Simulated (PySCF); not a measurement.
# A diatomic session: SmF

One table from this session's results is given with a row withheld; the runs are named, their logs left out.

Method: Sm x2c-SVPall, F x2c-SVPall, spin-free X2C with a Gaussian nucleus; program: PySCF 2.14.0.

1 further run of the same task is left out (it didn't finish).

Set-up of the first run:

Settings of the job:

```
atoms                         : Sm, F
charge                        : 0
basis                         : Sm x2c-SVPall, F x2c-SVPall
Hamiltonian                   : spin-free X2C with a Gaussian nucleus
basis functions               : 99
electrons treated             : 71
masses in u                   : 151.9197, 18.9984
levels                        : PBE0, PBE, r²SCAN, BHandHLYP, revPBE, ωB97X, HF, MP2, SCS-MP2
grid                          : 80 radial by 434 angular points
occupations                   : held fixed by the projection of orbital angular momentum
dissociation limit            : Sm + F, each in its ground configuration
starting distance in angstrom : 2.145
values of 2S to try           : 5, 7, 9
```

Started as:

```bash
$ OMP_NUM_THREADS=2 python dia.py task.json out
```

Among the steps run: The job; PBE0 along the bond; Other states along the same grid; PBE (GGA); r²SCAN (meta-GGA); BHandHLYP (global hybrid GGA); revPBE; ωB97X (range-separated hybrid); UHF (mean field).

One table of the session follows, with a row left open; its other results are not shown here.

```
      level  Re (Å)  ωe (cm⁻¹)  De (eV)
        UHF   2.114        505     4.27
    UHF-MP2   2.052        538     5.74
UHF-SCS-MP2   2.069        530     5.45
        PBE       ?          ?        ?
     revPBE   2.065        515     6.07
     r²SCAN   2.054        531     6.35
       PBE0   2.057        530     5.87
  BHandHLYP   2.075        527     5.34
      ωB97X   2.070        525     5.54
```

Q: Estimate the row for PBE from the others.

The run gave: Re (Å): 2.053; ωe (cm⁻¹): 526; De (eV): 6.27. In the column «Re (Å)» it lies between UHF-MP2 (2.052) and r²SCAN (2.054).

De is counted to Sm + F in their ground configurations.

Caveats from the session: The state is the lowest single determinant that the PBE0 search found; with open d or f shells the true ground state can be another one.
